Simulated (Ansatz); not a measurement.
LiZn, space group Fd-3m, a short molecular-dynamics run

Run with the Ansatz DFT code, driven from Python.

Script `md_lizn.py`:
```python
# -*- coding: utf-8 -*-
import json

import ansatz as az
import numpy as np


def main():
    structure = (
        az.Lattice.of((0.0, 3.117, 3.117), (3.117, 0.0, 3.117), (3.117, 3.117, 0.0))
        .atom('Li', (0.0, 0.0, 0.0))
        .atom('Li', (0.25, 0.25, 0.25))
        .atom('Zn', (0.5, 0.5, 0.5))
        .atom('Zn', (0.75, 0.75, 0.75))
    )

    calc = (
        structure.supercell(2, 1, 1).calculation()
        .functional('pbesol', dispersion='d3bj')
        .kpoints(2)
        .occupations(az.OccupationsMethod.COLD, width=0.1)
        .md('npt_langevin', timestep=1.0, steps=25, temperature=100, friction=0.05, pressure=5, initial_velocities='maxwell_boltzmann', seed=734)
    )
    out = calc.run(threads=1, backend='cpu', events_out='lizn.ndjson')
    with open('lizn.ndjson') as stream:
        events = [json.loads(line) for line in stream]
    steps = [e['data'] for e in events if e['event'] == 'md_step']
    summary = out.report

    print(' step   t (fs)     E_pot (eV)   E_kin (eV)    T (K)   P (GPa)')
    for s in steps[::1]:
        print(f'{s["step"]:5d} {s["time_fs"]:8.1f} {s["lagrangian_ev"]:14.4f} {s["e_kin_ev"]:12.4f} {s["temperature_k"]:8.1f} {s["instantaneous_pressure_gpa"]:9.3f}')

    temperature = np.array([s['temperature_k'] for s in steps])
    print(f'mean temperature of the second half {temperature[len(steps) // 2 :].mean():.1f} K')

    print('last positions (A) and velocities (A/fs)')
    for site, xyz, vel in zip(out.lattice.sites, steps[-1]['positions_ang'], steps[-1]['velocities_ang_fs']):
        print(f'{site.symbol:2s}', ' '.join(f'{v:8.4f}' for v in xyz), ' ', ' '.join(f'{v:9.5f}' for v in vel))

    track = np.array([s['positions_ang'] for s in steps])
    names = np.array([site.symbol for site in out.lattice.sites])
    for name in sorted(set(names)):
        msd = ((track[:, names == name] - track[0, names == name]) ** 2).sum(axis=2).mean(axis=1)
        print(f'mean square displacement of {name} (A^2):', np.round(msd[:: max(len(msd) // 6, 1)], 4))


if __name__ == '__main__':
    main()
```

Running `python md_lizn.py` prints:
```text
DeckWarning: md: disabling space-group detection — thermal motion breaks the input geometry's symmetry, so no spatial operation reduces the k-mesh or symmetrises the density; time reversal is kept, [...]
DeckWarning: basis.ecutwfc = 420 eV, auto-derived from the records' recommended cutoffs: set by Li (normal level)
 step   t (fs)     E_pot (eV)   E_kin (eV)    T (K)   P (GPa)
    0      0.0    -13939.6638       0.0905     87.5    -8.086
    1      1.0    -13939.6708       0.0694     67.1    -8.077
    2      2.0    -13939.6883       0.0582     56.3    -8.012
    3      3.0    -13939.7144       0.0534     51.6    -7.899
    4      4.0    -13939.7468       0.0697     67.5    -7.732
    5      5.0    -13939.7864       0.0726     70.2    -7.530
    6      6.0    -13939.8326       0.0681     65.8    -7.282
    7      7.0    -13939.8850       0.0773     74.8    -6.957
    8      8.0    -13939.9424       0.0823     79.6    -6.557
    9      9.0    -13940.0012       0.0740     71.6    -6.098
   10     10.0    -13940.0586       0.0740     71.6    -5.562
   11     11.0    -13940.1119       0.0530     51.3    -4.976
   12     12.0    -13940.1609       0.0537     51.9    -4.280
   13     13.0    -13940.2026       0.0570     55.1    -3.505
   14     14.0    -13940.2350       0.0648     62.6    -2.666
   15     15.0    -13940.2577       0.0547     52.9    -1.787
   16     16.0    -13940.2707       0.0683     66.0    -0.812
   17     17.0    -13940.2743       0.0692     66.9     0.216
   18     18.0    -13940.2678       0.0640     61.9     1.287
   19     19.0    -13940.2514       0.0620     60.0     2.392
   20     20.0    -13940.2272       0.0593     57.4     3.487
   21     21.0    -13940.1960       0.0642     62.1     4.608
   22     22.0    -13940.1577       0.0755     73.0     5.766
   23     23.0    -13940.1125       0.0944     91.3     6.961
   24     24.0    -13940.0610       0.0921     89.1     8.161
   25     25.0    -13940.0035       0.0823     79.6     9.348
mean temperature of the second half 67.5 K
last positions (A) and velocities (A/fs)
Li  -0.0312  -0.0209  -0.0412    -0.00052   0.00521  -0.00114
Li   1.3640   1.4598   1.4086    -0.00024  -0.00467   0.00452
Zn   2.8199   2.8196   2.8071     0.00031  -0.00108  -0.00031
Zn   4.2063   4.2366   4.2340    -0.00177   0.00003   0.00011
Li  -0.0093   2.8563   2.9066     0.00248   0.00022   0.00252
Li   1.4716   4.2122   4.2164     0.00279  -0.00418   0.00187
Zn   2.8295   5.6501   5.6360     0.00148   0.00104  -0.00007
Zn   4.2147   7.0767   7.0511    -0.00036   0.00195  -0.00078
mean square displacement of Li (A^2): [0.     0.0006 0.0058 0.0234 0.0564 0.0993 0.1432]
mean square displacement of Zn (A^2): [0.     0.0017 0.0229 0.1026 0.2567 0.4627 0.6793]
```
(Warnings from the package without file and line, shortened.)

Notes:
- Total energies depend on the potentials; only differences at equal settings carry meaning. A total without «per atom» is that of the cell as typed.
- Dispersion corrections can be off by several per cent in the lattices of metals, and by several GPa in the pressure at a fixed cell.
- For a metal this k-point mesh is coarse: on a finer one energies can move by several to tens of meV an atom and pressures by half a GPa or more, differences at one mesh by less.
- At these settings the cell as given stands under about 9 GPa, so it isn't at this functional's equilibrium volume.
- The starting cell is as deposited in a crystallographic database; the results hold for this polymorph, which needn't be the stable one.
- A small cell, a coarse mesh and a very short run: it shows the set-up and gives no equilibrium averages.
- Wall time of the script: 50 s on 1 thread of Arm Neoverse V2, with other jobs on the host, peak memory 0.49 GiB.

(A comment or docstring line of the script was reworded after the run, the code is as it ran; lines on the test bed's own set-up are left out of the output.)
